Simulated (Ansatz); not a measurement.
# HMgNTe: functionals against CCSD(T) at one geometry

One table from this session's results is given with a row withheld; the runs are named, their logs left out.

Program: Ansatz 0.2.0, Gaussian basis. Level of theory: single points in def2-TZVPP. These are calculated values, not measurements.

Cores are frozen in the correlated methods. Filled d shells of the heavier atoms are correlated. Core potentials replace the inner electrons past krypton, and spin-orbit coupling is left out. The outer core shell of Li, Na, Mg and K is correlated.

**Where the work starts**

SMILES `[NH]1[Mg][Te]1`, 4 atoms, charge 0, spin multiplicity 1.

Atoms are counted from 1 here; the program's logs count them from 0.

Bond lengths: N1–Mg2 1.734 Å, N1–Te3 2.231 Å, N1–H4 0.998 Å, Mg2–Te3 2.498 Å. Angles: Mg2–N1–Te3 77.0°, Mg2–N1–H4 139.4°, Te3–N1–H4 111.0°, N1–Mg2–Te3 60.5°, N1–Te3–Mg2 42.6°.

As a file:

```xyz
4
HMgNTe
N    -0.0935    0.4604   -0.4899
Mg    1.0863    0.6199    0.7712
Te    0.1057   -1.6243    0.2783
H    -1.0499    0.6865   -0.6654
```

The first run:

run/in.yaml reads:

```yaml
crystal:
  periodic: [false, false, false]
  atoms:
    - {symbol: N, position_ang: [-0.093500, 0.460400, -0.489900]}
    - {symbol: Mg, position_ang: [1.086300, 0.619900, 0.771200]}
    - {symbol: Te, position_ang: [0.105700, -1.624300, 0.278300]}
    - {symbol: H, position_ang: [-1.049900, 0.686500, -0.665400]}
basis:
  gaussian: {orbitals: def2-TZVPP}
correlation: {method: ccsd_t}
output: {forces: true}
```

No record of the launch command was kept for these runs.

Steps of the session up to this table: CCSD(T)/def2-TZVPP; PBE0-D4/def2-TZVPP; wB97M-V/def2-TZVPP; r2SCAN-D4/def2-TZVPP; PBE-D4/def2-TZVPP; r2SCAN0-D4/def2-TZVPP; SPW92/def2-TZVPP.

One of the session's tables, all rows but one given; the rest of the session is left out.

```
    method  RMS force component (eV/Å)  angle to CCSD(T) forces (°)  dipole (D)
   CCSD(T)                       1.356                    reference        6.38
   PBE0-D4                           ?                            ?           ?
   wB97M-V                       1.239                          8.4        6.67
 r2SCAN-D4                       1.316                          1.9        6.31
    PBE-D4                       1.450                          6.5        5.36
r2SCAN0-D4                       1.238                          8.6        6.73
     SPW92                       1.215                         11.7        5.44
```

Q: Estimate the row for PBE0-D4 from the others.

As computed: RMS force component (eV/Å): 1.271; angle to CCSD(T) forces (°): 5.3; dipole (D): 6.32. In the column «RMS force component (eV/Å)» it lies between wB97M-V (1.239) and r2SCAN-D4 (1.316).
